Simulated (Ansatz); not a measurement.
# AlGaN+ (singlet): from Hartree-Fock to the top rungs, cc-pVDZ

The task here is to estimate one member of a computed series from the others.

Method: cc-pVDZ, core rule «outside noble gas», up to 20 orbitals frozen; program: Ansatz 0.2.0, Gaussian basis.

The runs, in order: UHF; CCSD(T) on RHF; CCSD(T) on UHF; BCCD(T) on RHF; CISD; CCSDT(Q) on RHF; CCSDT(Q) on UHF.

29 further runs of the same task are left out: 9 for a known fault of the program, 10 that didn't finish, 10 set aside as unsound or not needed.

**What is computed**

The geometry is a PBE0/def2-TZVP stationary point (not a proven minimum) of the parent state, kept for this charge and spin. No spin-orbit coupling is included. The filled d shell of Ga may be among the frozen orbitals whatever the setting's name suggests; the logs give the count.

3 atoms, charge 1, spin multiplicity 1.

Atoms are counted from 1 here; the program's logs count them from 0.

Bond lengths: Al1–N2 1.708 Å, N2–Ga3 1.780 Å. Angles: Al1–N2–Ga3 180.0°.

Geometry (Å):

```
atom   x (Å)   y (Å)    z (Å)
 Al1  0.0000  0.0000  -1.7321
  N2  0.0000  0.0000  -0.0237
 Ga3  0.0000  0.0000   1.7558
```

Set-up of the first run:

in.yaml

```yaml
crystal:
  periodic: [false, false, false]
  atoms:
    - {symbol: Al, position_ang: [0.000000, 0.000000, -1.732100]}
    - {symbol: N, position_ang: [0.000000, 0.000000, -0.023700]}
    - {symbol: Ga, position_ang: [0.000000, 0.000000, 1.755800]}
basis:
  gaussian: {orbitals: cc-pVDZ}
total_charge: 1
magnetization: {spin_polarized: true, initial_magnetization: 0}
hamiltonian: {xc: hf}
output: {orbitals: {seedname: orbitals}}
```

On the command line:

```console
$ ansatz run in.yaml --threads 1 --pin off --events-out ev --progress --plain --max-ram 2393MiB
```

Among the steps run: UHF; CCSD(T) on RHF; CCSD(T) on UHF; BCCD(T) on RHF; CISD; CCSDT(Q) on RHF; CCSDT(Q) on UHF.

One of the session's tables, all rows but one given; the rest of the session is left out.

```
   method  from RCCSDT(Q) (meV)
      RHF               +8855.7
      UHF               +7169.4
     RMP2                +966.5
     UMP2                +803.0
    RCCSD                +748.6
    UCCSD                +652.7
 RCCSD(T)                     ?
 UCCSD(T)                +250.7
  BCCD(T)                 +86.6
   RCCSDT                +108.5
   UCCSDT                +133.5
RCCSDT(Q)                     0
UCCSDT(Q)                 +16.5
```

Q: Estimate the row for RCCSD(T) from the others.

The run gave: from RCCSDT(Q) (meV): +79.4. In the column «from RCCSDT(Q) (meV)» it lies between UCCSDT(Q) (+16.5) and BCCD(T) (+86.6).

Not comparable, so not listed: CISD (they don't share determinant, frozen orbitals or solution with the rows shown, or repeat one).

To keep in mind: The determinant is far from a pure spin state, so its energy mixes those of several spin states (harmless only where they are near-degenerate, as at dissociation). The report flags that the cluster equations may have other roots. The program flags RCCSD(T), UCCSD(T), BCCD(T), RCCSDT(Q) as in doubt, so the zero of the table is itself unsure. Warnings: restricted reference is unstable; spin contamination; large T1 diagnostic. Restricted and unrestricted rows rest on different reference determinants; where their highest levels disagree by more than a few hundredths of an eV, they describe different states and don't form one ladder.
